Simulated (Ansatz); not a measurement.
# HfNbTe4: the cost of one run

Computed with Ansatz 0.2.0 (DFT PBE, scalar-relativistic, plane waves, PAW, unless a step names another level, unless a step's input says otherwise).

1 further run of the same task is left out (it didn't finish).

## Step 1: The structure to begin with

It takes space group P-3m1 (No. 164, trigonal). The conventional cell has a = 3.822 Å, b = 3.822 Å, c = 14.316 Å, α = 90.00°, β = 90.00°, γ = 120.00°. Hf (site symmetry -3m) is surrounded by 6 Te at 2.87 Å. Around Nb (site symmetry -3m) lie 6 Te at 2.84 Å. Te (site symmetry 3m) has 3 Hf at 2.87 Å as nearest neighbours. Te (site symmetry 3m) has 3 Nb at 2.84 Å as nearest neighbours.

Structure file:

```
CELL_PARAMETERS angstrom
3.82223 0.00000 0.00000
-1.91112 3.31015 0.00000
0.00000 0.00000 14.31608
ATOMIC_POSITIONS crystal
Hf 0.00000 0.00000 0.50000
Nb 0.00000 0.00000 0.00000
Te 0.66667 0.33333 0.62866
Te 0.66667 0.33333 0.12454
Te 0.33333 0.66667 0.87546
Te 0.33333 0.66667 0.37134
```

The cell was relaxed beforehand at this level, from a database cell with other species swapped in; it needn't be the stable form of this composition. At a tolerance of 0.05 Å it has space group P-3m1 (No. 164); it has 30.19 Å³/atom, an uncorrected energy of -0.60 eV/atom over the elements.

## Step 2: Static run: bands, density of states and charges

File input.yaml:

```yaml
crystal:
  lattice:
    - [3.8222310476, 0.0, 0.0]
    - [-1.9111155238, 3.3101491864, 0.0]
    - [0.0, 0.0, 14.3160767814]
  atoms:
    - { symbol: Hf, position: [0.0, 0.0, 0.5] }
    - { symbol: Nb, position: [0.0, 0.0, 0.0] }
    - { symbol: Te, position: [0.6666666667, 0.3333333333, 0.6286624474] }
    - { symbol: Te, position: [0.6666666667, 0.3333333333, 0.1245415323] }
    - { symbol: Te, position: [0.3333333333, 0.6666666667, 0.8754584677] }
    - { symbol: Te, position: [0.3333333333, 0.6666666667, 0.3713375526] }
basis:
  ecutwfc: 420
kpoints:
  mp_grid: { grid: [12, 12, 4] }
  band_path:
    path:
      - [[0.0, 0.0, 0.0], [0.5, 0.0, 0.0], [0.33333333, 0.33333333, 0.0], [0.0, 0.0, 0.0], [0.0, 0.0, 0.5], [0.5, 0.0, 0.5], [0.33333333, 0.33333333, 0.5], [0.0, 0.0, 0.5]]
      - [[0.5, 0.0, 0.5], [0.5, 0.0, 0.0]]
      - [[0.33333333, 0.33333333, 0.5], [0.33333333, 0.33333333, 0.0]]
    npoints: 14
hamiltonian:
  xc: pbe
scf:
  occupations: { method: gaussian, width: 0.1 }
  n_extra_bands: 15
output:
  forces: true
  stress: true
  eigenvalues: true
  populations: true
  dos: { projected: true, de: 0.02, nscf_kmesh: { grid: [15, 15, 5] } }
  bader: true
```

Launch:

```
$ ansatz run input.yaml --threads 1 --pin off --max-ram 2560MiB --backend cpu --events-out ev --progress --plain --runs-dir out
```

**Question.** How long does this run take on 1 thread of Arm Neoverse V1, shared host, and how much memory does it need?

About 3.4 min, with a peak of 1.2 GiB.
